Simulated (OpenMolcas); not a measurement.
**One shape, several levels: HfHCl3O (SMILES Cl[Hf](Cl)(Cl)O)**

We compute a comparison of 6 runs (B2PLYP/def2-SVP, B3LYP/def2-SVP, PBE0/def2-SVP, TPSS/def2-SVP, r2SCAN/def2-SVP, MP2/def2-SVP) of HfHCl3O. 

The results are computed with OpenMolcas 26.06.

### 1 Starting point

HfHCl3O: 6 atoms, total charge 0, spin state singlet. As SMILES, `Cl[Hf](Cl)(Cl)O`. One bond was lengthened or shortened from a relaxed shape.

Bond lengths: Cl1–Hf2 2.687 Å, Hf2–Cl3 2.337 Å, Hf2–Cl4 2.337 Å, Hf2–O5 1.881 Å, O5–H6 0.953 Å. Angles: Cl1–Hf2–Cl3 109.7°, Cl1–Hf2–Cl4 109.7°, Cl1–Hf2–O5 109.2°, Cl3–Hf2–Cl4 109.7°, Cl3–Hf2–O5 109.2°, Cl4–Hf2–O5 109.2°, Hf2–O5–H6 179.9°.

### 2 The energy at B2PLYP/def2-SVP (core potential) (run 1)

Input file test.inp:

```
* Cl3HHfO Kohn-Sham DFT

&GATEWAY
  BasLib
  $CurrDir
  Coord
  6
  angstrom
  Cl       1.011720      -0.063626      -2.657942
  Hf      -0.022850      -0.350510      -0.194310
  Cl      -2.262380      -0.999350      -0.349730
  Cl       1.185990      -1.965090       0.985740
  O        0.084060       1.291990       0.717110
  H        0.138420       2.124020       1.177740
  Basis
  def2-SVP
  Group
  NoSym

&SEWARD
  GridInput
  Grid=UltraFine
  End of Grid

&SCF
  KSDFT
  B2PLYP_SCF
  Thresholds
  1e-10 1e-07 1e-07 1e-05
  PrOrbitals
  1

&MBPT2
  Frozen
  16
```

The basis set def2-SVP is read from a file made from the Basis Set Exchange's data (not shown).

Launch:

```console
$ export MOLCAS_MEM=1860
$ pymolcas test.inp > test.log
```

Standard output:

```text
--- Start Module: gateway ---
[...]
--- Stop Module: gateway /rc=_RC_ALL_IS_WELL_ ---
[...]
      Basis functions          105
[...]
--- Start Module: scf ---
[...]
       Convergence after  15 Iterations
[...]
::    Total KS-DFT energy                           -1503.3467945158
[...]
      Total spin, S                                     0.0000000000
[...]
      Total electronic charge=   72.000000
      Total            charge=   -0.000000
[...]
      Dipole Moment (debye):
      Origin of the operator (angstrom)=   -0.0162   -0.4842   -0.3081
                   X= -5.9929E-01               Y=  2.3475E+00               Z=  3.2433E+00           Total=  4.0483E+00
      Quadrupole Moment (debye*angstrom):
[...]
--- Stop Module: scf /rc=_RC_ALL_IS_WELL_ ---
[...]
--- Start Module: mbpt2 ---
[...]
 ###    WARNING: MP2 implementation intended for RHF references only         ###
 ###############################################################################
MBPT2 WARNING: Reference function according to RunFile:KS-DFT
I'll assume you know what you're doing and continue
WARNING!
Default frozen orbitals as non valence orbitals is overwritten by user input.
Default values:  16
[...]
       Reference weight ( Cref**2 )         =        0.69750
::    Total MBPT2 energy                            -1504.3279232741
[...]
      Total MBPT2 calculations                           1.48      1.76
--- Stop Module: mbpt2 /rc=_RC_ALL_IS_WELL_ ---
[...]
```

Run time: 58 s. Hardware: 1 thread of AMD EPYC (Zen 3), shared host; peak memory 0.6 GiB.

### 3 A single-point energy at B3LYP/def2-SVP (core potential) (run 2)

Input file struct.xyz:

```xyz
6

Cl     1.011720    -0.063626    -2.657942
Hf    -0.022850    -0.350510    -0.194310
Cl    -2.262380    -0.999350    -0.349730
Cl     1.185990    -1.965090     0.985740
O      0.084060     1.291990     0.717110
H      0.138420     2.124020     1.177740
```

Input file mol.inp:

```
>>> EXPORT MOLCAS_PRINT=2

&GATEWAY
 BasLib = $CurrDir
 Coord = struct.xyz
 Basis = def2-SVP
 Group = NoSym

&SEWARD
 GridInput
 Grid=UltraFine
 End of Grid

&SCF
 KSDFT = B3LYP
 Thresholds = 1e-10 1e-07 1e-07 1e-05
 PrOrbitals = 1 2
```

The basis set def2-SVP is read from a file made from the Basis Set Exchange's data (not shown).

Launch:

```console
$ export MOLCAS_MEM=1860
$ pymolcas mol.inp > mol.log
```

Standard output:

```text
--- Start Module: gateway ---
[...]
--- Stop Module: gateway /rc=_RC_ALL_IS_WELL_ ---
--- Start Module: seward ---
[...]
      Basis functions          105
--- Stop Module: seward /rc=_RC_ALL_IS_WELL_ ---
[...]
--- Start Module: scf ---
[...]
       Convergence after  18 Iterations
[...]
::    Total KS-DFT energy                           -1504.3083719673
[...]
      Total spin, S                                     0.0000000000
[...]
      Total electronic charge=   72.000000
      Total            charge=   -0.000000
[...]
      Dipole Moment (debye):
      Origin of the operator (angstrom)=   -0.0162   -0.4842   -0.3081
                   X= -5.5180E-01               Y=  2.3205E+00               Z=  3.1012E+00           Total=  3.9124E+00
      Quadrupole Moment (debye*angstrom):
[...]
--- Stop Module: scf /rc=_RC_ALL_IS_WELL_ ---
[...]
```

Run time: 62 s. Hardware: 1 thread of AMD EPYC (Zen 3), shared host; peak memory 0.6 GiB.

Runs 3 to 5 aren't shown in full; the table further down has their settings and results.

### 4 A single-point energy at MP2/def2-SVP (core potential) (run 6)

Input file job.inp:

```
* Cl3HHfO MP2
&GATEWAY
BasLib = $CurrDir
Coord
6
angstrom
Cl       1.011720      -0.063626      -2.657942
Hf      -0.022850      -0.350510      -0.194310
Cl      -2.262380      -0.999350      -0.349730
Cl       1.185990      -1.965090       0.985740
O        0.084060       1.291990       0.717110
H        0.138420       2.124020       1.177740
Basis = def2-SVP
Group = NoSym
&SEWARD
&SCF
Thresholds = 1e-10 1e-07 1e-07 1e-05
PrOrbitals = 1 2
&MBPT2
Frozen = 16
```

The basis set def2-SVP is read from a file made from the Basis Set Exchange's data (not shown).

Launch:

```console
$ export MOLCAS_MEM=1860
$ pymolcas job.inp > job.log
```

Standard output:

```text
--- Start Module: gateway ---
[...]
--- Stop Module: gateway /rc=_RC_ALL_IS_WELL_ ---
[...]
      Basis functions          105
[...]
--- Start Module: scf ---
[...]
       Convergence after  14 Iterations
[...]
::    Total SCF energy                              -1501.2381910051
[...]
      Total spin, S                                     0.0000000000
[...]
      Total electronic charge=   72.000000
      Total            charge=   -0.000000
[...]
      Dipole Moment (debye):
      Origin of the operator (angstrom)=   -0.0162   -0.4842   -0.3081
                   X= -6.3862E-01               Y=  2.3998E+00               Z=  3.3826E+00           Total=  4.1963E+00
      Quadrupole Moment (debye*angstrom):
[...]
--- Stop Module: scf /rc=_RC_ALL_IS_WELL_ ---
[...]
--- Start Module: mbpt2 ---
[...]
WARNING!
Default frozen orbitals as non valence orbitals is overwritten by user input.
Default values:  16
[...]
       Reference weight ( Cref**2 )         =        0.78699
::    Total MBPT2 energy                            -1502.0320826771
[...]
      Total MBPT2 calculations                           1.60      1.88
--- Stop Module: mbpt2 /rc=_RC_ALL_IS_WELL_ ---
[...]
```

Wall time 29 s (1 thread of AMD EPYC (Zen 3), shared host); peak memory 0.6 GiB.

### 5 The series

```csv
run,level,frozen core orbitals,integration grid,energy (Eh),dipole moment (D) of the reference,HOMO energy (eV),LUMO energy (eV),wall time
1,B2PLYP/def2-SVP (core potential),16,UltraFine,-1503.611699,4.05,-9.60,-0.66,58 s
2,B3LYP/def2-SVP (core potential),–,UltraFine,-1504.308372,3.91,-8.11,-2.09,62 s
3,PBE0/def2-SVP (core potential),–,UltraFine,-1503.701834,4.02,-8.47,-1.97,64 s
4,TPSS/def2-SVP (core potential),–,UltraFine,-1504.330028,3.99,-7.21,-2.64,94 s
5,r2SCAN/def2-SVP (core potential),–,UltraFine,-1504.156569,4.03,-7.47,-2.62,81 s
6,MP2/def2-SVP (core potential),16,–,-1502.032083,4.20,-11.73,1.48,29 s
```

### 6 Outcome

```
                                           quantity           value
                                run 6: total energy  -1502.03208 Eh
          run 6: dipole moment (mean-field density)          4.20 D
         run 6: HOMO energy (Hartree–Fock orbitals)       -11.73 eV
         run 6: LUMO energy (Hartree–Fock orbitals)         1.48 eV
       run 6: HOMO–LUMO gap (Hartree–Fock orbitals)        13.22 eV
run 6: correlation energy (16 core orbitals frozen)      -793.9 mEh
```

What this shows: Over runs 1, 2, 3, 4, 5 the dipole moment (its size) runs from 3.91 D (B3LYP/def2-SVP) to 4.05 D (B2PLYP/def2-SVP). A double hybrid's value is that of its SCF part. Over runs 1, 2, 3, 4, 5 the HOMO–LUMO gap runs from 4.58 eV (TPSS/def2-SVP) to 8.94 eV (B2PLYP/def2-SVP). For B2PLYP the log adds the whole second-order term; the table takes 0.27 of it, as the functional is defined. Totals of different functionals can't be ranked against each other. All runs together took 6.5 min, the longest 94 s.
